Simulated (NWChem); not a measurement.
# GeHOF (SMILES [OH][Ge][F]): levels of theory compared

We compute a comparison of 3 runs (TPSSh/aug-cc-pVDZ, TPSSh/cc-pVDZ, TPSSh/cc-pVTZ) of GeHOF. 

The results are computed with NWChem 7.3.0.

### 1 The structure to begin with

GeHOF has 4 atoms, charge 0, and is taken as a singlet. As SMILES, `[OH][Ge][F]`. The shape is that of a PBE0-D4/def2-TZVP optimisation.

Bond lengths: O1–Ge2 1.771 Å, Ge2–F3 1.767 Å, O1–H4 0.964 Å. Angles: O1–Ge2–F3 97.0°, Ge2–O1–H4 113.8°.

### 2 Energy and forces at TPSSh/aug-cc-pVDZ (run 1)

The input, calc.xyz:

```xyz
4
FGeHO TPSSh
O     -0.819700     0.539200    -0.381100
Ge    -0.389900    -0.693000     0.815800
F      1.336900    -0.758800     0.447800
H     -0.071800     0.852400    -0.902700
```

The input, calc.nw:

```
start calc
title "FGeHO TPSSh"
memory total 2200 mb
charge 0
geometry noautosym nocenter noautoz
   load format xyz calc.xyz
end
basis spherical bse
   * library aug-cc-pVDZ
end
dft
   xc xctpssh
   grid fine
   convergence energy 1e-08
   iterations 100
   mulliken
   print low
end
task dft gradient
```

Run with:

```
$ nwchem calc.nw > calc.out
```

What it wrote:

```text
[...]
 d= 0,ls=0.0,diis     1  -2252.5810980521 -2.44D+03  2.05D-02  9.30D-01    15.0
[...]
 d= 0,ls=0.0,diis    10  -2252.6964484209 -4.24D-09  2.43D-07  8.56D-10    90.9
         Total DFT energy =    -2252.696448420867
      One electron energy =    -3517.345353404898
           Coulomb energy =     1172.381374647704
    Exchange-Corr. energy =      -98.403680728594
 Nuclear repulsion energy =      190.671211064921
[...]
      Total Density - Mulliken Population Analysis
     ---------------------------------------------
    Atom       Charge   Shell Charges
 -----------   ------   -------------------------------------------------------
    1 O    8     8.58   2.01  0.85  0.91  0.12  2.83  1.72  0.15  0.01 -0.00
    2 Ge  32    31.07   2.00  2.00  2.03  1.11  0.73  0.07  6.00  6.01  0.85  0.18 -0.01  9.91  0.22 -0.02
    3 F    9     9.50   2.01  0.90  1.03  0.04  3.30  2.06  0.16  0.00  0.01
    4 H    1     0.84   0.73  0.01 -0.02  0.08  0.04
[...]
                         DFT ENERGY GRADIENTS
    atom               coordinates                        gradient
                 x          y          z           x          y          z
   1 O      -1.549008   1.018940  -0.720175    0.009970  -0.007958   0.005907
   2 Ge     -0.736804  -1.309580   1.541638    0.010003   0.010091  -0.013231
   3 F       2.526375  -1.433924   0.846219   -0.013765   0.000607   0.002847
   4 H      -0.135682   1.610802  -1.705856   -0.006209  -0.002740   0.004477
 Task  times  cpu:      144.7s     wall:      144.7s
 Total times  cpu:      144.7s     wall:      144.7s
```

Run time: 2.4 min. Hardware: 1 thread of Intel Xeon Platinum 8488C (Sapphire Rapids), shared host; peak memory 0.12 GiB.

### 3 Energy and gradient at TPSSh/cc-pVDZ (run 2)

The input, fgeho.nw:

```
start fgeho
memory total 2200 mb

geometry units angstroms noautosym nocenter noautoz
O       -0.819700       0.539200      -0.381100
Ge      -0.389900      -0.693000       0.815800
F        1.336900      -0.758800       0.447800
H       -0.071800       0.852400      -0.902700
end

basis spherical bse
* library cc-pVDZ
end

dft
xc xctpssh
mult 1
grid fine
convergence energy 1e-08
maxiter 100
mulliken
print low
end

task dft gradient
```

Run with:

```
$ nwchem fgeho.nw > fgeho.out
```

What it wrote:

```text
[...]
 d= 0,ls=0.0,diis     1  -2252.5537387968 -2.44D+03  2.62D-02  8.92D-01    10.9
[...]
 d= 0,ls=0.0,diis    10  -2252.6675400460 -2.41D-09  2.82D-07  1.01D-09    64.5
         Total DFT energy =    -2252.667540046030
      One electron energy =    -3517.945317110193
           Coulomb energy =     1173.060318789381
    Exchange-Corr. energy =      -98.453752790139
 Nuclear repulsion energy =      190.671211064921
[...]
      Total Density - Mulliken Population Analysis
     ---------------------------------------------
    Atom       Charge   Shell Charges
 -----------   ------   -------------------------------------------------------
    1 O    8     8.39   2.01  0.85  0.90  2.83  1.81  0.01
    2 Ge  32    31.39   2.00  2.00  2.01  1.13  0.69  6.00  6.01  0.91  0.42  9.91  0.30
    3 F    9     9.39   2.00  0.90  1.04  3.30  2.14  0.00
    4 H    1     0.83   0.68  0.08  0.08
[...]
                         DFT ENERGY GRADIENTS
    atom               coordinates                        gradient
                 x          y          z           x          y          z
   1 O      -1.549008   1.018940  -0.720175    0.013557  -0.005704   0.002610
   2 Ge     -0.736804  -1.309580   1.541638    0.007164   0.008802  -0.011146
   3 F       2.526375  -1.433924   0.846219   -0.010876   0.000527   0.002200
   4 H      -0.135682   1.610802  -1.705856   -0.009845  -0.003625   0.006337
 Task  times  cpu:      105.6s     wall:      105.6s
 Total times  cpu:      105.7s     wall:      105.7s
```

Run time: 1.8 min. Hardware: 1 thread of Intel Xeon Platinum 8488C (Sapphire Rapids), shared host; peak memory 0.11 GiB.

### 4 Energy and gradient at TPSSh/cc-pVTZ (run 3)

The input, job.nw:

```
start job
title "FGeHO"
memory 2200 mb

geometry units angstrom noautosym nocenter noautoz
   O       -0.819700       0.539200      -0.381100
   Ge      -0.389900      -0.693000       0.815800
   F        1.336900      -0.758800       0.447800
   H       -0.071800       0.852400      -0.902700
end

basis spherical bse
   * library cc-pVTZ
end

dft
   xc xctpssh
   grid fine
   convergence energy 1e-08
   iterations 100
   mulliken
   noprint "final vectors analysis"
end

task dft gradient
```

Run with:

```
$ nwchem job.nw > job.out
```

What it wrote:

```text
[...]
          Wavefunction type:  closed shell.
          No. of atoms     :     4
          No. of electrons :    50
[...]
          Charge           :     0
          Spin multiplicity:     1
[...]
          AO basis - number of functions:   117
[...]
              XC Information
              --------------
                  TPSS hybrid Method XC Functional
                     Hartree-Fock (Exact) Exchange  0.100
                  TPSS metaGGA Exchange Functional  0.900
             TPSS03 metaGGA Correlation Functional  1.000
[...]
 d= 0,ls=0.0,diis     1  -2252.6856832999 -2.44D+03  1.06D-02  1.06D+00    32.3
[...]
 d= 0,ls=0.0,diis    10  -2252.8060554422 -6.87D-09  2.19D-07  2.42D-09   149.4
         Total DFT energy =    -2252.806055442156
      One electron energy =    -3518.628438769147
           Coulomb energy =     1173.613453852479
    Exchange-Corr. energy =      -98.462281590409
 Nuclear repulsion energy =      190.671211064921
[...]
  wavefunction    = closed shell
                         DFT ENERGY GRADIENTS
    atom               coordinates                        gradient
                 x          y          z           x          y          z
   1 O      -1.549008   1.018940  -0.720175    0.004350  -0.001353   0.000333
   2 Ge     -0.736804  -1.309580   1.541638    0.001252   0.002058  -0.002499
   3 F       2.526375  -1.433924   0.846219   -0.002604   0.000383   0.000255
   4 H      -0.135682   1.610802  -1.705856   -0.002998  -0.001088   0.001912
[...]
```

Wall time 4 min (1 thread of Intel Xeon Platinum 8488C (Sapphire Rapids), shared host); peak memory 0.14 GiB.

### 5 All runs side by side

```tsv
run	level	energy (Eh)	largest force (eV/Å)	wall time
1	TPSSh/aug-cc-pVDZ	-2252.696448	0.998	2.4 min
2	TPSSh/cc-pVDZ	-2252.667540	0.818	1.8 min
3	TPSSh/cc-pVTZ	-2252.806055	0.235	4 min
```

### 6 What came out

| quantity | value |
| --- | --- |
| run 3: total energy | -2252.80606 Eh |
| run 3: dipole moment | 0.47 D |
| run 3: largest force on an atom | 0.235 eV/Å |

Over the runs the total energy spans 3.769 eV. All runs together took 8.2 min, the longest 4 min.
